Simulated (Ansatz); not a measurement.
**CH4B2Cl−: an energy map over two coordinates**

Aim: map the energy of CH₄B₂Cl, SMILES BB([CH2-])Cl, charge −1 over two coordinates, and find its wells, ridges and stiffness.

Program: Ansatz 0.2.0. Level of theory: RHF/def2-SVPD. These are calculated values, not measurements.

## 1. The starting structure

SMILES `BB([CH2-])Cl`, 8 atoms, charge -1, spin multiplicity 1.

Atoms are counted from 1 here; the program's logs count them from 0.

Bond lengths: B1–B2 1.665 Å, B1–H5 1.231 Å, B1–H6 1.233 Å, B2–C3 1.469 Å, B2–Cl4 1.917 Å, C3–H7 1.105 Å, C3–H8 1.106 Å. Angles: B2–B1–H5 126.6°, B2–B1–H6 119.5°, H5–B1–H6 113.9°, B1–B2–C3 123.3°, B1–B2–Cl4 119.2°, C3–B2–Cl4 117.5°, B2–C3–H7 120.0°, B2–C3–H8 126.0°, H7–C3–H8 114.0°.

Coordinates:

```csv
atom,x (Å),y (Å),z (Å)
B1,-0.3246,1.3684,-0.2179
B2,-0.1434,-0.2788,-0.3789
C3,0.4925,-1.1226,0.6413
Cl4,-0.7840,-1.1406,-1.9671
H5,-0.8397,2.1327,-1.0336
H6,0.0830,1.9278,0.8028
H7,0.8763,-0.6694,1.5737
H8,0.6399,-2.2174,0.5796
```

This geometry comes from a loose relaxation at PBE in a small basis, which is not shown.

## 3. The grid

- umbrella angle at C3 (between each of its bonds and their common axis; 90 is planar): 15 values from 66.0 to 114.0 °
- change of the bonds C3–B2, C3–H7, C3–H8, all alike: 15 values from −0.133 to 0.205 Å

Nothing else is relaxed (all other coordinates rigid). Energies count from the relaxed molecule at the same level. Points are written as (first, second).

(The set-up runs are not shown.)

## 4. The run at (103.7°, −0.012 Å)

input.yaml

```yaml
crystal:
  periodic: [false, false, false]
  atoms:
    - { symbol: B, position_ang: [0.215388, 1.417154, -0.402309] }
    - { symbol: B, position_ang: [0.199227, -0.27651, -0.460686] }
    - { symbol: C, position_ang: [0.497004, -1.131607, 0.647668] }
    - { symbol: Cl, position_ang: [-0.259842, -1.095568, -2.170915] }
    - { symbol: H, position_ang: [-0.030955, 2.166754, -1.326202] }
    - { symbol: H, position_ang: [0.492796, 1.986076, 0.636883] }
    - { symbol: H, position_ang: [1.089704, -0.675133, 1.421133] }
    - { symbol: H, position_ang: [0.854745, -2.1304, 0.46779] }
total_charge: -1
basis:
  gaussian: { orbitals: def2-SVPD }
hamiltonian:
  xc: hf
output:
  forces: true
```

Launch:

```console
$ ansatz run input.yaml --threads 1 --pin off --max-ram 2560MiB --backend cpu --events-out ev --progress --plain --runs-dir out
```

The session goes on with these runs: the other points that were computed.

Before running it: what results should come out? Wanted: lowest point; highest computed point; largest force on an atom.

As calculated:

```
                       quantity                                                                          value
                   lowest point                                                (90.0°, 0.012 Å), 0.19 kcal/mol
         highest computed point                             (114.0°, −0.133 Å), 59.6 kcal/mol above the lowest
largest force on an atom (eV/Å)  0.5 at (90.0°, 0.012 Å) to 8.4 at (114.0°, −0.133 Å); 0.5 at the lowest point
        time for the whole task                                                11 min on 1 thread, shared host
```

The lowest computed point is at (90.0°, 0.012 Å), 0.19 kcal/mol from the relaxed molecule at the same level. The grid is coarse, so the lowest point of the scanned range may lie between grid points; coordinates that were held can hide deeper minima. No other kind of well shows on this grid. The highest computed point, (114.0°, −0.133 Å), lies 59.6 kcal/mol above the lowest. Round the minimum the two coordinates are nearly uncoupled.
